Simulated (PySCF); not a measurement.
# [RuS2]-: sextet, from a PBE minimum start

The task is one start of a wider search on [RuS2]-: the sextet, from a PBE minimum start. It is relaxed, tested by its Hessian and followed downhill if it is a saddle.

Computed with PySCF 2.14.0. Level: PBE, basis Ru def2-SVPD with ECP28, S def2-SVPD, scalar-relativistic core potentials, no spin–orbit coupling, density fitting.

### 1 Where the work starts

3 atoms, charge -1, spin multiplicity 6.

Bond lengths: Ru1–S2 2.220 Å, Ru1–S3 2.220 Å. Angles: S2–Ru1–S3 133.8°.

```xyz
3
charge -1 multiplicity 6
Ru   -0.2375   -0.2375    0.0000
S     0.3786    0.3786    2.0418
S     0.3786    0.3786   -2.0418
```

### 2 The SCF at the typed geometry

The steps below are one call of a driver around PySCF. For each, scf.py gives the equivalent set-up of the SCF; relaxations use the driver's own optimiser. After this first run the driver tries any further starts and a stability analysis.

scf.py reads:

```python
from pyscf import gto, scf, dft
mol = gto.M(atom='''
Ru    -0.237456    -0.237456     0.000000
S      0.378571     0.378571     2.041827
S      0.378571     0.378571    -2.041827''',
    basis={'Ru': 'def2-SVPD', 'S': 'def2-SVPD'},
    ecp={'Ru': 'def2-SVPD'},
    charge=-1, spin=5)
mf = dft.UKS(mol, xc='PBE')
mf.grids.atom_grid = (50, 194)
aux = {'Ru': 'def2-universal-JKFIT', 'S': 'def2-universal-JKFIT'}
mf = mf.density_fit(auxbasis=aux)
mf.conv_tol = 1e-08
mf.diis_space = 10
mf.max_cycle = 60
mf.init_guess = 'minao'
mf.verbose = 4
mf.kernel()
```

Command:

```
$ OMP_NUM_THREADS=2 python axn.py task.json out
```

Output:

```text
init E= -881.636334728439
[... the frontier-level lines of each cycle are left out ...]
cycle= 1 E= -888.918436967244  delta_E= -7.28  |g|= 1.71  |ddm|= 2.51
cycle= 2 E= -875.914673314461  delta_E=   13  |g|= 3.67  |ddm|= 71.5
cycle= 3 E= -890.64029980951  delta_E= -14.7  |g|= 0.565  |ddm|= 71.1
cycle= 4 E= -890.716473082385  delta_E= -0.0762  |g|= 0.355  |ddm|=  0.9
cycle= 5 E= -890.75895021763  delta_E= -0.0425  |g|= 0.281  |ddm|= 0.413
cycle= 6 E= -890.797275809183  delta_E= -0.0383  |g|= 0.0919  |ddm|= 0.336
cycle= 7 E= -890.800827772055  delta_E= -0.00355  |g|= 0.0605  |ddm|= 0.186
cycle= 8 E= -890.802604543481  delta_E= -0.00178  |g|= 0.0176  |ddm|= 0.0625
cycle= 9 E= -890.802763310564  delta_E= -0.000159  |g|= 0.00274  |ddm|= 0.0184
cycle= 10 E= -890.802766191629  delta_E= -2.88e-06  |g|= 0.00179  |ddm|= 0.00356
cycle= 11 E= -890.802767856701  delta_E= -1.67e-06  |g|= 0.000348  |ddm|= 0.00165
cycle= 12 E= -890.802767923272  delta_E= -6.66e-08  |g|= 0.000102  |ddm|= 0.000446
cycle= 13 E= -890.802767929056  delta_E= -5.78e-09  |g|= 8.64e-06  |ddm|= 9.71e-05
Extra cycle  E= -890.802767926352  delta_E= 2.7e-09  |g|= 7.14e-05  |ddm|= 7.46e-05
converged SCF energy = -890.802767926352  <S^2> = 8.7591891  2S+1 = 6.0030623
```

This step, with its further starts and checks, needed 32 s of wall time on 2 threads of Arm Neoverse N1, shared host.

The starts that the driver tried:

```
                      start  energy (Eh)
    the minimal-basis guess  -890.802768
a thermally smeared density  -890.802768
      a smeared PBE density  -890.802768
```

The test of internal stability and the other starts found no lower solution of this spin.

### 3 Relaxing the sextet from the PBE minimum start

The program finds C2v symmetry in the start, which this walk keeps.

scf.py, as its differences from that of step 2:

```diff
@@ -3,3 +3,3 @@
-Ru    -0.237456    -0.237456     0.000000
-S      0.378571     0.378571     2.041827
-S      0.378571     0.378571    -2.041827''',
+Ru    -0.237514    -0.237514     0.000000
+S      0.378513     0.378513     2.041827
+S      0.378513     0.378513    -2.041827''',
@@ -16 +15,0 @@
-mf.init_guess = 'minao'
```

The optimiser's trace:

```
step  energy (Eh)  change (kJ/mol)  largest symmetric gradient (Eh/bohr)
   0  -890.802768             0.00                               0.00009
```

The walk took 2.6 s.

Geometry (Å) and forces (eV/Å) at some steps:

```
step 0
Ru  -0.238  -0.238   0.000  -0.004  -0.004   0.000
S    0.379   0.379   2.042   0.002   0.002  -0.005
S    0.379   0.379  -2.042   0.002   0.002   0.005
```

End point (C2v, 0 steps, 0.0 kJ/mol gained): Ru–S 2.220 Å (×2); S–Ru–S 133.8°.

### 4 Frequencies

On the finer grid the gradient is checked again; gradients at displacements of ±0.02 bohr then give force constants and infrared intensities.

scf.py, as its differences from that of step 3:

```diff
@@ -3 +3 @@
-Ru    -0.237514    -0.237514     0.000000
+Ru    -0.237514    -0.237514    -0.000000
@@ -10 +10 @@
-mf.grids.atom_grid = (50, 194)
+mf.grids.atom_grid = (75, 302)
@@ -13 +13 @@
-mf.conv_tol = 1e-08
+mf.conv_tol = 1e-10
```

This SCF starts from the last density.

Log of the central SCF (cycles and frontier levels):

```text
init E= -890.802699836141
[... the frontier-level lines of each cycle are left out ...]
cycle= 1 E= -890.802699835078  delta_E= 1.06e-09  |g|= 4.45e-05  |ddm|= 4.49e-05
cycle= 2 E= -890.802699760028  delta_E= 7.5e-08  |g|= 0.000374  |ddm|= 0.000377
cycle= 3 E= -890.802699836151  delta_E= -7.61e-08  |g|= 3.05e-06  |ddm|= 0.000337
cycle= 4 E= -890.802699836154  delta_E= -2.5e-12  |g|= 2.03e-06  |ddm|= 6.25e-06
Extra cycle  E= -890.802699836073  delta_E= 8.05e-11  |g|= 9.57e-06  |ddm|= 1.61e-05
converged SCF energy = -890.802699836073  <S^2> = 8.7591892  2S+1 = 6.0030623
```

The whole step took 38 s.

Geometry: C2v; Ru–S 2.220 Å (×2); S–Ru–S 133.8°.

Modes, for the most abundant isotopes:

| symmetry | ω (cm⁻¹) | IR (km/mol) |
| --- | --- | --- |
| a1 | 107 | 1.9 |
| a1 | 401 | 7.6 |
| b2 | 411 | 84.7 |

All wavenumbers are real: a minimum.

Constants and moments:

```
Dipole moment about the centre of mass                          : 2.96 D
Highest occupied level                                          : 0.20 eV
Lowest empty level                                              : -0.12 eV
Rotational constants                                            : 0.5653, 0.06324, 0.05687 cm⁻¹
Zero-point energy                                               : 5.5 kJ/mol
Principal polarisabilities                                      : 77.7, 94.0, 198.6 bohr³
Principal traceless quadrupole moments about the centre of mass : -24.97, 10.39, 14.58 D Å
Entropy at 298.15 K and 1 bar (electronic part: spin only)      : 313.0 J/(mol K)
Heat capacity Cp at 298.15 K                                    : 53.6 J/(mol K)
Enthalpy at 298.15 K above 0 K                                  : 13.40 kJ/mol
Rotational symmetry number                                      : 2
Spin squared ⟨S²⟩                                               : 8.759
```

Charges (e) and bond orders:

```json
{"atom": "Ru1", "Mulliken": "0.45", "Löwdin": "-0.29", "polar tensor": "0.41", "spin (Mulliken)": "3.54", "Mayer order to Ru1": "–"}
{"atom": "S2,3", "Mulliken": "-0.73", "Löwdin": "-0.35", "polar tensor": "-0.70", "spin (Mulliken)": "0.73", "Mayer order to Ru1": "1.55"}
```

Mulliken populations on Ru1 (outside its core potential): s 2.56, p 6.30, d 6.68, f 0.01.

### 5 Results

```
                                          quantity                             value
                                           minimum                       sextet, C2v
                                          geometry  Ru–S 2.220 Å (×2); S–Ru–S 133.8°
                                wavenumbers (cm⁻¹)      107 (a1), 401 (a1), 411 (b2)
                    dipole moment (centre of mass)                            2.96 D
highest occupied, lowest empty level (either spin)                    0.20, -0.12 eV
                        polar-tensor charge of Ru1                           +0.41 e
                                 zero-point energy                        5.5 kJ/mol
                               entropy at 298.15 K                   313.0 J/(mol K)
                                              ⟨S²⟩                             8.759
```

In words: The molecule stays C2v, as typed, and the end point is a minimum. An empty level of one spin lies below a filled level of the other, which hints that a lower spin is more stable. The strongest infrared band lies at 411 cm⁻¹ (b2, stretch). Most of the spin sits on Ru1 (Mulliken spin 3.54, against 5 for the whole molecule). Other starts or spin states, not run here, may lie lower. A highest occupied level above zero is common for anions with such functionals; it warns that the extra electron is poorly described. One determinant may miss the lowest occupation of an open d or f shell.

The search up to here took 72 s.
